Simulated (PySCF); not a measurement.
The system is AlAsH6, in a box.

```
Al As H
1.0
    13.00000    0.00000    0.00000
     0.00000   12.00000    0.00000
     0.00000    0.00000   14.00000
Al As H
1 1 6
Direct
  0.48775 0.50261 0.39724
  0.56008 0.47410 0.57251
  0.54473 0.39813 0.35064
  0.36900 0.49155 0.42448
  0.53492 0.62395 0.38126
  0.62196 0.56512 0.61953
  0.63300 0.37955 0.59361
  0.48696 0.45347 0.65422
```

Base run:

* Program: PySCF 2.14.0
* Functional: LC-wPBE
* Dispersion: D3(BJ)
* Potentials or basis: 6-31g* (all-electron)
* k mesh: 1 × 1 × 1
* Occupations: fixed
* Spin: no spin polarisation

Its results: gap between the frontier levels 12.60 eV.

Q: The run is repeated on the same cell with these changes: functional from LC-wPBE to PBEsol. What comes out?

A: Gap between the frontier levels 5.62 eV.

LC-wPBE gives the wider gap, since exact exchange removes part of the self-interaction.

Caveats: this is a molecule in a periodic box at the Γ point, so its band gap is the HOMO-LUMO gap; relativity is left out, which matters for the heavier elements; the basis of atomic orbitals isn't converged, which shifts pressures, moduli and gaps.

